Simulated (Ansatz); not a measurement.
# AlH₆NSeSi: a ladder of functionals and wavefunction methods

How much do the methods differ for AlH₆NSeSi? The plan is to run it at one geometry with functionals of several rungs and with coupled cluster. The yardstick is the atomisation energy at the CCSD(T) limit.

Method: functionals in def2-TZVPP, the program's frozen cores in correlated methods; program: Ansatz 0.2.0, Gaussian basis.

Levels to be run: PBE-D4, r2SCAN-D4, PBE0-D4, B3LYP-D4, ωB97X-V, ωB97M-V, B2PLYP; CCSD(T)/def2-TZVPP; MP2/def2-QZVPP; extrapolation to the limit.

## 1. The geometry

An earlier PBE0-D4 in a triple-zeta def2 set relaxation fixed the geometry.

SMILES `[SiH3][NH][AlH][SeH]`, 10 atoms, charge 0, spin multiplicity 1.

Atoms are counted from 1 here; the program's logs count them from 0.

Bond lengths: Si1–N2 1.726 Å, Si1–H5 1.489 Å, Si1–H6 1.486 Å, Si1–H7 1.489 Å, N2–Al3 1.779 Å, N2–H8 1.012 Å, Al3–Se4 2.316 Å, Al3–H9 1.577 Å, Se4–H10 1.470 Å. Angles: N2–Si1–H5 112.2°, N2–Si1–H6 107.2°, N2–Si1–H7 112.2°, H5–Si1–H6 109.0°, H5–Si1–H7 107.3°, H6–Si1–H7 109.0°, Si1–N2–Al3 129.6°, Si1–N2–H8 114.8°, Al3–N2–H8 115.6°, N2–Al3–Se4 117.7°, N2–Al3–H9 120.3°, Se4–Al3–H9 122.1°, Al3–Se4–H10 90.1°.

## 2. PBE-D4 (GGA)

in.yaml reads:

```yaml
crystal:
  periodic: [false, false, false]
  atoms:
    - {symbol: Si, position_ang: [-0.096774, 1.736600, 0.127141]}
    - {symbol: N, position_ang: [0.144630, 0.219555, 0.914895]}
    - {symbol: Al, position_ang: [0.148980, -1.423480, 0.233414]}
    - {symbol: Se, position_ang: [-0.205214, -1.644246, -2.044392]}
    - {symbol: H, position_ang: [-1.287168, 2.460902, 0.652852]}
    - {symbol: H, position_ang: [-0.302939, 1.453176, -1.317164]}
    - {symbol: H, position_ang: [1.075642, 2.642009, 0.280232]}
    - {symbol: H, position_ang: [0.303535, 0.280261, 1.912822]}
    - {symbol: H, position_ang: [0.388861, -2.671333, 1.168063]}
    - {symbol: H, position_ang: [-0.086451, -3.104645, -1.924863]}
basis:
  gaussian: {orbitals: def2-TZVPP}
hamiltonian: {xc: pbe, dispersion: d4}
output: {forces: true, orbitals: {seedname: orbitals}}
```

Run with:

```sh
$ ansatz run in.yaml --threads 4 --pin off --events-out ev --progress --plain --max-ram 10444MiB
```

The runs that follow: r2SCAN-D4 (meta-GGA); PBE0-D4 (hybrid); B3LYP-D4 (hybrid); ωB97X-V (range-separated); ωB97M-V (range-separated); B2PLYP (double hybrid); CCSD(T) in def2-TZVPP; MP2 in def2-QZVPP.

Q: Predict the results of all the runs planned. Wanted: atomisation energy, CCSD(T)/CBS; farthest; mean size of error, hybrid; mean size of error, range-separated; gap, smallest and largest; T1 diagnostic; triples share of the correlation energy.

As calculated:

| quantity | value |
| --- | --- |
| atomisation energy, CCSD(T)/CBS | 31.609 eV |
| functionals within 0.316 eV (1.0 %) | r2SCAN-D4, B3LYP-D4, ωB97X-V, ωB97M-V |
| farthest | B2PLYP (-0.630 eV) |
| mean size of error, hybrid | 0.413 eV |
| mean size of error, range-separated | 0.115 eV |
| gap, smallest and largest | 4.64 eV (PBE-D4), 10.66 eV (ωB97X-V) |
| T1 diagnostic | 0.0102 |
| triples share of the correlation energy | 3.5 % |

**Reading.** PBE-D4 misses by -0.345 eV. Double hybrids carry the basis error of their MP2 part in triple zeta, and no dispersion term here, so their miss is partly the set-up's. Misses under about 0.316 eV are within the doubt on the reference itself, which lacks core-valence correlation, relativity and higher excitations, and its outer-core shells are covered unevenly. All levels share the lack of spin-orbit coupling, which lowers the free heavy atoms and so the true binding. Hartree-Fock recovers 72 % of the binding; the rest is correlation. The gap grows from 4.6 to 10.7 eV across the functionals, mostly with the share of exact exchange. Correlated methods include outer-core shells of Se, which these sets cover unevenly.
